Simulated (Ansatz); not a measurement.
# C₃H₉BSi: small, medium and large basis sets

How large a basis does C₃H₉BSi need? Two functionals are run in growing sets.

Computed with Ansatz 0.2.0, Gaussian basis. Level: one geometry, several basis sets.

The runs, in order: PBE0-D4/def2-SVP; ωB97M-V/def2-SVP; PBE0-D4/def2-QZVPP; ωB97M-V/def2-QZVPP; the functionals' def2-TZVPP values are taken from earlier runs.

## (1) Structure used throughout

The geometry comes from an earlier relaxation with PBE0-D4 in a triple-zeta def2 set; it is a stationary point, not always the lowest conformer.

SMILES `BC[SiH]1CC1`, 14 atoms, charge 0, spin multiplicity 1.

Atoms are counted from 1 here; the program's logs count them from 0.

Bond lengths: B1–C2 1.535 Å, B1–H6 1.196 Å, B1–H7 1.199 Å, C2–Si3 1.887 Å, C2–H8 1.089 Å, C2–H9 1.091 Å, Si3–C4 1.871 Å, Si3–C5 1.847 Å, Si3–H10 1.477 Å, C4–C5 1.532 Å, C4–H11 1.085 Å, C4–H12 1.083 Å, C5–H13 1.085 Å, C5–H14 1.085 Å. Angles: C2–B1–H6 121.1°, C2–B1–H7 119.9°, H6–B1–H7 119.0°, B1–C2–Si3 90.8°, B1–C2–H8 118.5°, B1–C2–H9 117.0°, Si3–C2–H8 110.2°, Si3–C2–H9 105.3°, H8–C2–H9 111.9°, C2–Si3–C4 119.7°, C2–Si3–C5 122.0°, C2–Si3–H10 115.3°, C4–Si3–C5 48.7°, C4–Si3–H10 115.6°, C5–Si3–H10 118.9°, Si3–C4–C5 64.8°, Si3–C4–H11 117.1°, Si3–C4–H12 120.9° and more.

## (2) PBE0-D4 in def2-SVP

The input, in.yaml:

```yaml
crystal:
  periodic: [false, false, false]
  atoms:
    - {symbol: B, position_ang: [-0.650758, 0.230549, 1.799060]}
    - {symbol: C, position_ang: [-0.617911, 1.395972, 0.799976]}
    - {symbol: Si, position_ang: [0.643582, 0.481840, -0.265549]}
    - {symbol: C, position_ang: [0.436827, -1.351176, -0.578685]}
    - {symbol: C, position_ang: [0.150618, -0.448399, -1.782859]}
    - {symbol: H, position_ang: [-1.505036, -0.605049, 1.744724]}
    - {symbol: H, position_ang: [0.212227, 0.126935, 2.625304]}
    - {symbol: H, position_ang: [-1.515115, 1.608786, 0.220963]}
    - {symbol: H, position_ang: [-0.114904, 2.309845, 1.120481]}
    - {symbol: H, position_ang: [2.036511, 0.955736, -0.140891]}
    - {symbol: H, position_ang: [1.340516, -1.949929, -0.627821]}
    - {symbol: H, position_ang: [-0.404892, -1.894689, -0.167451]}
    - {symbol: H, position_ang: [-0.881766, -0.394269, -2.113074]}
    - {symbol: H, position_ang: [0.857100, -0.495353, -2.605478]}
basis:
  gaussian: {orbitals: def2-SVP}
hamiltonian: {xc: pbe0, dispersion: d4}
output: {orbitals: {seedname: orbitals}}
```

Further steps of the session: ωB97M-V in def2-SVP; PBE0-D4 in def2-QZVPP; ωB97M-V in def2-QZVPP.

Q: Predict the results of all the runs planned. Wanted: PBE0-D4: double and triple zeta above quadruple; ωB97M-V: double and triple zeta above quadruple.

As calculated:

| quantity | value |
| --- | --- |
| PBE0-D4: double and triple zeta above quadruple | 7.58, 0.50 eV |
| ωB97M-V: double and triple zeta above quadruple | 7.86, 0.47 eV |

In words: For PBE0-D4 the step from double to triple zeta gains 7.08 eV and the next only 0.50 eV. Total energies overstate the basis error of differences, where much of it tends to cancel.
